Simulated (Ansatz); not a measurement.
# O6W2: the cost of one run

Program: Ansatz 0.2.0, Gaussian basis. Level of theory: the settings change from run to run. These are calculated values, not measurements.

2 further runs of the same task are left out: 2 set aside as unsound or not needed.

### 1 The relaxed structure

An earlier PBE-D4/def2-SVP relaxation fixed the geometry. W takes a core potential in def2 sets; no spin-orbit term is included.

8 atoms, charge 0, spin multiplicity 1.

Atoms are counted from 1 here; the program's logs count them from 0.

Bond lengths: W1–O3 1.725 Å, W1–O5 1.942 Å, W1–O7 1.725 Å, W1–O8 1.942 Å, W2–O4 1.725 Å, W2–O5 1.942 Å, W2–O6 1.725 Å, W2–O8 1.942 Å. Angles: O3–W1–O5 115.5°, O3–W1–O7 109.7°, O3–W1–O8 115.5°, O5–W1–O7 115.5°, O5–W1–O8 83.0°, O7–W1–O8 115.5°, O4–W2–O5 115.5°, O4–W2–O6 109.7°, O4–W2–O8 115.5°, O5–W2–O6 115.5°, O5–W2–O8 83.0°, O6–W2–O8 115.5°, W1–O5–W2 97.0°, W1–O8–W2 97.0°.

As a file:

```mol
O6W2
  3D, bonds by distance, orders not assigned

  8  8  0  0  0  0  0  0  0  0999 V2000
   -1.2743   -0.5529   -0.4318 W   0  0
    1.2742    0.5529    0.4318 W   0  0
   -2.5747    0.3579   -1.1057 O   0  0
    2.5747   -0.3579    1.1054 O   0  0
    0.4806   -0.1863   -1.1796 O   0  0
    1.7135    2.2187    0.3478 O   0  0
   -1.7135   -2.2186   -0.3476 O   0  0
   -0.4806    0.1864    1.1796 O   0  0
  1  3  8  0
  1  5  8  0
  1  7  8  0
  1  8  8  0
  2  4  8  0
  2  5  8  0
  2  6  8  0
  2  8  8  0
M  END
```

### 2 CAM-B3LYP/def2-TZVPP

This run has D4 dispersion.

Input file in.yaml:

```yaml
crystal:
  periodic: [false, false, false]
  atoms:
    - {symbol: W, position_ang: [-1.274253, -0.552912, -0.431788]}
    - {symbol: W, position_ang: [1.274208, 0.552906, 0.431806]}
    - {symbol: O, position_ang: [-2.574662, 0.357887, -1.105658]}
    - {symbol: O, position_ang: [2.574743, -0.357929, 1.105395]}
    - {symbol: O, position_ang: [0.480586, -0.186312, -1.179587]}
    - {symbol: O, position_ang: [1.713466, 2.218660, 0.347775]}
    - {symbol: O, position_ang: [-1.713538, -2.218640, -0.347566]}
    - {symbol: O, position_ang: [-0.480559, 0.186351, 1.179613]}
basis:
  gaussian: {orbitals: def2-TZVPP}
hamiltonian: {xc: {name: CAM-B3LYP}, dispersion: d4}
scf: {omitted_lower_state_checks: [starts]}
```

Started as:

```sh
ansatz run in.yaml --threads 4 --pin off --events-out ev --progress --plain --max-ram 8704MiB
```

**Question.** How long does this run take on 4 threads of Intel Xeon 6975P-C, shared host, and how much memory does it need?

About 4.1 s, with a peak of 0.91 GiB.
